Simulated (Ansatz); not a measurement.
# Ba2MgSb2: the cost of one run

Computed with Ansatz 0.2.0 (DFT PBE, scalar-relativistic, plane waves, PAW, unless a step's input says otherwise).

## Step 1: Starting point

Symmetry: P-3m1, No. 164, trigonal system. The conventional cell has a = 4.967 Å, b = 4.967 Å, c = 7.791 Å, α = 90.00°, β = 90.00°, γ = 120.00°. Ba (site symmetry 3m) has 4 Sb at 2.96 to 3.00 Å in its first shell of neighbours. Around Mg (site symmetry -3m) lie 6 Sb at 3.51 Å and 6 Ba at 3.99 Å. Sb (site symmetry 3m) has 4 Ba at 2.96 to 3.00 Å and 3 Mg at 3.51 Å in its first shell of neighbours.

Coordinates:

```xyz
5
Lattice="4.9666 0.0000 0.0000 -2.4833 4.3012 0.0000 0.0000 0.0000 7.7914" Properties=species:S:1:pos:R:3 pbc="T T T"
Ba    0.0000    2.8675    5.0208
Ba    2.4833    1.4337    2.7706
Mg    0.0000    0.0000    0.0000
Sb    0.0000    2.8675    2.0250
Sb    2.4833    1.4337    5.7665
```

(A quick probe on a coarse mesh, which set the mesh and smearing, is not shown.)

## Step 3: Coarse relaxation

input.yaml reads:

```yaml
crystal:
  lattice:
    - [4.9665912916, 0.0, 0.0]
    - [-2.4832956459, 4.3011942287, 0.0]
    - [0.0, 0.0, 7.7914483228]
  atoms:
    - { symbol: Ba, position: [0.3333333333, 0.6666666667, 0.6444] }
    - { symbol: Ba, position: [0.6666666667, 0.3333333333, 0.3556] }
    - { symbol: Mg, position: [0.0, 0.0, 0.0] }
    - { symbol: Sb, position: [0.3333333333, 0.6666666667, 0.2599] }
    - { symbol: Sb, position: [0.6666666667, 0.3333333333, 0.7401] }
basis:
  ecutwfc: 420
kpoints:
  mp_grid: { grid: [6, 6, 2] }
hamiltonian:
  xc: pbe
scf:
  occupations: { method: gaussian, width: 0.1 }
  lower_state_search: "off"
output:
  forces: true
  stress: true
  eigenvalues: true
relax:
  adjacent_minimum: "off"
  f_tol: 0.04
  max_steps: 70
  cell: { stress_tol: 0.4 }
```

Launch:

```sh
$ ansatz run input.yaml --threads 1 --pin off --max-ram 2560MiB --backend cpu --events-out ev --progress --plain --runs-dir out
```

What time and memory should one allow on 1 thread of Arm Neoverse V1, shared host?

About 54 s, with a peak of 0.46 GiB.
